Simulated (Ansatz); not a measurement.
# CH3ClFSb: the cost of one run

Method: RKS PBE0-D4/def2-SVP, in Ansatz 0.2.0.

## Step 1: The structure to begin with

Bond lengths: C1–Sb2 2.100 Å, Sb2–F3 1.997 Å, Sb2–Cl4 2.352 Å, C1–H5 1.138 Å, C1–H6 1.121 Å, C1–H7 1.142 Å. Angles: C1–Sb2–F3 90.9°, C1–Sb2–Cl4 93.3°, F3–Sb2–Cl4 92.3°, Sb2–C1–H5 111.7°, Sb2–C1–H6 114.0°, Sb2–C1–H7 111.2°, H5–C1–H6 108.1°, H5–C1–H7 105.8°, H6–C1–H7 105.5°.

Coordinates:

```xyz
7

C    -0.1001    0.8352    0.0816
Sb    1.1805   -0.8127   -0.1501
F     0.3265   -1.7337    1.4024
Cl   -0.2463   -1.8770   -1.6869
H    -1.1818    0.5118    0.2215
H     0.1738    1.5101    0.9341
H    -0.0914    1.4982   -0.8484
```

## Step 2: Relaxing end A

input.yaml reads:

```yaml
crystal:
  periodic: [false, false, false]
  atoms:
    - { symbol: C, position_ang: [-0.1001, 0.8352, 0.0816] }
    - { symbol: Sb, position_ang: [1.1805, -0.8127, -0.1501] }
    - { symbol: F, position_ang: [0.3265, -1.7337, 1.4024] }
    - { symbol: Cl, position_ang: [-0.2463, -1.877, -1.6869] }
    - { symbol: H, position_ang: [-1.1818, 0.5118, 0.2215] }
    - { symbol: H, position_ang: [0.1738, 1.5101, 0.9341] }
    - { symbol: H, position_ang: [-0.0914, 1.4982, -0.8484] }
basis:
  gaussian: { orbitals: def2-SVP }
hamiltonian:
  xc: pbe0
  dispersion: d4
relax:
  f_tol: 0.015
  max_steps: 40
```

On the command line:

```bash
$ ansatz run input.yaml --threads 1 --pin off --max-ram 2048MiB --backend cpu --events-out ev --progress --plain --runs-dir out
```

**Question.** How long does this run take on 1 thread of Arm Neoverse V2, shared host, and how much memory does it need?

About 44 s, with a peak of 0.19 GiB.
